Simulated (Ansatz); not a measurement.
# C₂H₁₀AlFOSi: how energies converge with the basis set

How large a basis does C₂H₁₀AlFOSi need? Two functionals are run in growing sets.

The runs use Ansatz 0.2.0, Gaussian basis; one geometry, several basis sets.

Plan: PBE0-D4/def2-SVP; ωB97M-V/def2-SVP; PBE0-D4/def2-QZVPP; ωB97M-V/def2-QZVPP; the functionals' def2-TZVPP values are taken from earlier runs.

### Step 1. The relaxed structure

An earlier PBE0-D4/def2-TZVP relaxation fixed the geometry.

SMILES `[CH3][Al-]([CH3])([F])[OH+][SiH3]`, 16 atoms, charge 0, spin multiplicity 1.

Atoms are counted from 1 here; the program's logs count them from 0.

Bond lengths: C1–Al2 1.955 Å, C1–H7 1.095 Å, C1–H8 1.094 Å, C1–H9 1.096 Å, Al2–C3 1.955 Å, Al2–F4 1.705 Å, Al2–O5 1.963 Å, C3–H10 1.094 Å, C3–H11 1.095 Å, C3–H12 1.096 Å, O5–Si6 1.713 Å, O5–H13 0.959 Å, Si6–H14 1.472 Å, Si6–H15 1.489 Å, Si6–H16 1.472 Å. Angles: Al2–C1–H7 111.4°, Al2–C1–H8 112.3°, Al2–C1–H9 112.1°, H7–C1–H8 106.9°, H7–C1–H9 106.3°, H8–C1–H9 107.5°, C1–Al2–C3 122.1°, C1–Al2–F4 115.2°, C1–Al2–O5 105.7°, C3–Al2–F4 115.2°, C3–Al2–O5 105.6°, F4–Al2–O5 84.6°, Al2–C3–H10 112.3°, Al2–C3–H11 111.4°, Al2–C3–H12 112.1°, H10–C3–H11 106.9°, H10–C3–H12 107.5°, H11–C3–H12 106.3° and more.

### Step 2. PBE0-D4 in def2-SVP

Input file in.yaml:

```yaml
crystal:
  periodic: [false, false, false]
  atoms:
    - {symbol: C, position_ang: [-0.088612, -1.784582, 1.414702]}
    - {symbol: Al, position_ang: [0.289575, -0.648928, -0.130794]}
    - {symbol: C, position_ang: [2.110395, -0.344418, -0.773691]}
    - {symbol: F, position_ang: [-0.918417, -0.635020, -1.334472]}
    - {symbol: O, position_ang: [-0.410983, 1.125912, 0.331918]}
    - {symbol: Si, position_ang: [-1.723148, 1.710253, -0.601130]}
    - {symbol: H, position_ang: [0.164830, -2.830727, 1.212754]}
    - {symbol: H, position_ang: [-1.145619, -1.761421, 1.697393]}
    - {symbol: H, position_ang: [0.494190, -1.491318, 2.295066]}
    - {symbol: H, position_ang: [2.147747, 0.397333, -1.577565]}
    - {symbol: H, position_ang: [2.554237, -1.264849, -1.167939]}
    - {symbol: H, position_ang: [2.777058, 0.001190, 0.024413]}
    - {symbol: H, position_ang: [-0.084977, 1.693607, 1.032930]}
    - {symbol: H, position_ang: [-1.316638, 1.908840, -2.002029]}
    - {symbol: H, position_ang: [-1.959310, 3.036718, 0.033375]}
    - {symbol: H, position_ang: [-2.913227, 0.864811, -0.410430]}
basis:
  gaussian: {orbitals: def2-SVP}
hamiltonian: {xc: pbe0, dispersion: d4}
output: {orbitals: {seedname: orbitals}}
```

Run with:

```sh
> ansatz run in.yaml --threads 2 --pin off --events-out ev --progress --plain --max-ram 32768MiB --backend cpu
```

The runs that follow: ωB97M-V in def2-SVP; PBE0-D4 in def2-QZVPP; ωB97M-V in def2-QZVPP.

Q: Predict the results of all the runs planned. Wanted: PBE0-D4: double and triple zeta above quadruple; ωB97M-V: double and triple zeta above quadruple.

The runs gave:

```
                                       quantity           value
PBE0-D4: double and triple zeta above quadruple  14.43, 0.90 eV
ωB97M-V: double and triple zeta above quadruple  14.68, 0.85 eV
```

In words: PBE0-D4 gains 13.53 eV from double to triple zeta, then 0.90 eV more. These are total energies; as a rule much of such shifts cancels in differences, which this series doesn't test. The LUMO of ωB97M-V is positive and keeps falling with the basis (1.57 to 0.49 eV): an unbound level that the basis holds in place.
